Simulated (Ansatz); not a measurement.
**C6H5S−: energies up the ladder**

Wanted for C6H5S−: energies up the ladder. Charge -1.

Computed with Ansatz 0.2.0 (the levels named in each step, unless a step's input says otherwise).

**1. The starting structure**

Bond lengths: S1–C2 1.722 Å, C2–C3 1.400 Å, C3–C4 1.378 Å, C4–C5 1.389 Å, C5–C6 1.389 Å, C2–C7 1.400 Å, C6–C7 1.378 Å, C3–H8 1.079 Å, C4–H9 1.080 Å, C5–H10 1.080 Å, C6–H11 1.080 Å, C7–H12 1.079 Å. Angles (14 of 18 angles, heavy atoms first): S1–C2–C3 120.2°, S1–C2–C7 120.3°, C3–C2–C7 119.5°, C2–C3–C4 119.9°, C3–C4–C5 120.3°, C4–C5–C6 120.0°, C5–C6–C7 120.3°, C2–C7–C6 119.9°, C2–C3–H8 119.1°, C4–C3–H8 121.0°, C3–C4–H9 119.7°, C5–C4–H9 120.0°, C4–C5–H10 120.0°, C6–C5–H10 120.0°.

As a file:

```xyz
12

S     2.2179    0.1415   -0.0023
C     0.4995    0.0317    0.0021
C    -0.2812    1.1940    0.0149
C    -1.6564    1.0992    0.0146
C    -2.2734   -0.1448   -0.0011
C    -1.5035   -1.3006   -0.0132
C    -0.1274   -1.2201   -0.0148
H     0.2090    2.1554    0.0269
H    -2.2546    1.9984    0.0251
H    -3.3508   -0.2138   -0.0027
H    -1.9826   -2.2685   -0.0232
H     0.4810   -2.1114   -0.0272
```

**2. A rough first relaxation, PBE-D4/def2-SVPD**

input.yaml

```yaml
crystal:
  periodic: [false, false, false]
  atoms:
    - { symbol: S, position_ang: [2.21793, 0.14147, -0.00234] }
    - { symbol: C, position_ang: [0.49953, 0.03167, 0.0021] }
    - { symbol: C, position_ang: [-0.28125, 1.19402, 0.01493] }
    - { symbol: C, position_ang: [-1.65644, 1.09917, 0.01459] }
    - { symbol: C, position_ang: [-2.27338, -0.14482, -0.00113] }
    - { symbol: C, position_ang: [-1.50346, -1.30061, -0.01321] }
    - { symbol: C, position_ang: [-0.12737, -1.22007, -0.01476] }
    - { symbol: H, position_ang: [0.20904, 2.15538, 0.02686] }
    - { symbol: H, position_ang: [-2.25455, 1.99836, 0.02507] }
    - { symbol: H, position_ang: [-3.35076, -0.21384, -0.00269] }
    - { symbol: H, position_ang: [-1.98256, -2.26848, -0.02322] }
    - { symbol: H, position_ang: [0.48102, -2.11139, -0.02716] }
total_charge: -1
basis:
  gaussian: { orbitals: def2-SVPD }
hamiltonian:
  xc: pbe
  dispersion: d4
relax:
  f_tol: 0.03
  max_steps: 200
```

On the command line:

```sh
ansatz run input.yaml --threads 8 --pin off --max-ram 22528MiB --backend cpu --events-out ev --progress --plain --runs-dir out
```

The runs that follow: Relaxation, PBE0-D4/def2-TZVPPD; Frequencies, PBE0-D4/def2-TZVPPD; Single point, PBE-D4/def2-TZVPPD; Single point, r2SCAN-D4/def2-TZVPPD; Single point, B3LYP-D4/def2-TZVPPD; Single point, wB97M-V/def2-TZVPPD; Single point, B2PLYP/def2-TZVPPD; Single point, LDA/def2-TZVPPD; Single point, PBE0-D4/def2-SVPD; Single point, PBE-D4/def2-SVPD.

**Question.** What will these runs give? Wanted: S1–C2 at PBE0-D4/def2-TZVPPD; C2–C3 at PBE0-D4/def2-TZVPPD; C2–C7 at PBE0-D4/def2-TZVPPD; frequencies at PBE0-D4/def2-TZVPPD; energy at PBE-D4/def2-SVPD.

As calculated:

| quantity | value |
| --- | --- |
| S1–C2 at PBE0-D4/def2-TZVPPD | 1.725 Å |
| C2–C3 at PBE0-D4/def2-TZVPPD | 1.413 Å |
| C2–C7 at PBE0-D4/def2-TZVPPD | 1.413 Å |
| frequencies at PBE0-D4/def2-TZVPPD | 164 to 3190 cm⁻¹ |
| energy at PBE-D4/def2-SVPD | -17120.333 eV |

In words: No mode is imaginary, so the geometry is a minimum. These totals serve in differences with atoms or fragments at the same level; alone they don't rank the methods.
